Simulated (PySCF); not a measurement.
# C8H5Br (1-bromo-4-ethynylbenzene): the cost of one run

Computed with PySCF 2.14.0 and routines of our own; the level stands in each step. Atoms count from 0.

### Step 1. The system as given

14 atoms, charge 0, multiplicity 1; geometry from: GFN2-xTB.

### Step 2. Geometry optimisation at PBE0-D3(BJ)/def2-SVP

The job: settings as JSON, then the geometry in Å.

```
{"job": {"xc": "PBE0", "basis": "def2-SVP", "d3": "d3bj", "grid": 2, "kind": "geom"}, "charge": 0, "multiplicity": 1}
C      3.348077    -0.499070     0.227650
C      2.163698    -0.322334     0.143711
C      0.767128    -0.113811     0.048271
C      0.268589     1.100772    -0.424640
C     -1.094012     1.304695    -0.516490
C     -1.957862     0.291043    -0.134296
Br    -3.840649     0.570099    -0.265970
C     -1.482369    -0.920958     0.339590
C     -0.119272    -1.122103     0.429111
H      4.383150    -0.653596     0.301388
H      0.953257     1.882343    -0.718459
H     -1.484856     2.241920    -0.881860
H     -2.171339    -1.697437     0.634620
H      0.265782    -2.062036     0.795209
```

The run is started by

```console
> OMP_NUM_THREADS=1 python excited_run.py task.json out
```

One launch serves the whole session: the jobs run in the order shown.

Q: Estimate the wall time and peak memory of this first job on 1 thread of Intel Xeon Platinum 8488C, shared host.

About 75 s, with a peak of 0.81 GiB.
